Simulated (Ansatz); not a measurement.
Run this with Ansatz's Python interface and show what comes out.

Contents of `algeh5osi.xyz`:
```text
9

O    -1.40740    0.20690   -0.31470
Si   -0.07170    1.20430   -0.71860
Al    1.44750   -0.11840    0.40880
Ge   -0.65320   -1.01910    0.70160
H     0.16870    1.22030   -2.18670
H    -0.18460    2.56820   -0.13710
H     2.88290   -0.78190   -0.03840
H    -0.85660   -2.41580    0.06190
H    -1.23710   -0.91080    2.20600
```

`energy_algeh5osi.py`:
```python
"""Electronic structure of the AlGeH5OSi molecule."""

from pathlib import Path
import json

import ansatz as az

BASIS = "def2-SVP"
XC = "cam_b3lyp"


def main() -> None:
    algeh5osi = az.Crystal.molecule_from_extxyz("algeh5osi.xyz")

    calculation = (
        algeh5osi.calculation()
        .basis(gaussian=BASIS)
        .functional(XC)
        .spin("collinear", total=2)
        .orbitals()
    )
    out = calculation.run(runs_dir="runs")
    r = out.report

    for key in ("converged", "free_energy_ev", "reference_energy_ev", "n_frozen", "n_occupied", "n_virtual"):
        print(f"{key:22s} {r[key]}")

    lines = Path(r["orbitals_path"]).read_text().splitlines()
    field_of = lambda key: [line.split("=")[1].strip() for line in lines if line.startswith(key)]
    orbitals = [(27.211386 * float(e), s, float(n)) for e, s, n in zip(field_of("Ene="), field_of("Spin="), field_of("Occup="))]
    homo = max(e for e, _, n in orbitals if n > 0.5)
    lumo = min(e for e, _, n in orbitals if n < 0.5)
    print(f"HOMO {homo:.3f} eV, LUMO {lumo:.3f} eV, gap {lumo - homo:.3f} eV")
    with open("algeh5osi.json", "w") as handle:
        json.dump({k: r[k] for k in ("free_energy_ev", "reference_energy_ev", "n_occupied", "n_virtual")}, handle, indent=1)


if __name__ == "__main__":
    main()
```

```console
$ python energy_algeh5osi.py
converged              True
free_energy_ev         -73108.17009814335
reference_energy_ev    -73108.17009814335
n_frozen               0
n_occupied             [37, 35]
n_virtual              [70, 72]
HOMO -5.689 eV, LUMO -3.774 eV, gap 1.915 eV
```

It writes `algeh5osi.json`:
```json
{
 "free_energy_ev": -73108.17009814335,
 "reference_energy_ev": -73108.17009814335,
 "n_occupied": [
  37,
  35
 ],
 "n_virtual": [
  70,
  72
 ]
}
```

Reading the output:
- The input holds a mistake (the spin state is higher than the ground state's), so what it prints is no property of AlGeH5OSi.
- The geometry is a force-field or estimated start, not a minimum of this method, and the basis set is short of its limit.
- Levels such as HOMO and LUMO are orbital energies: with these approximate functionals they aren't the ionisation energy and electron affinity, and their gap isn't the fundamental gap.
- The whole script took 14 s on 1 thread of Arm Neoverse V1, on a shared host, peak memory 0.48 GiB.
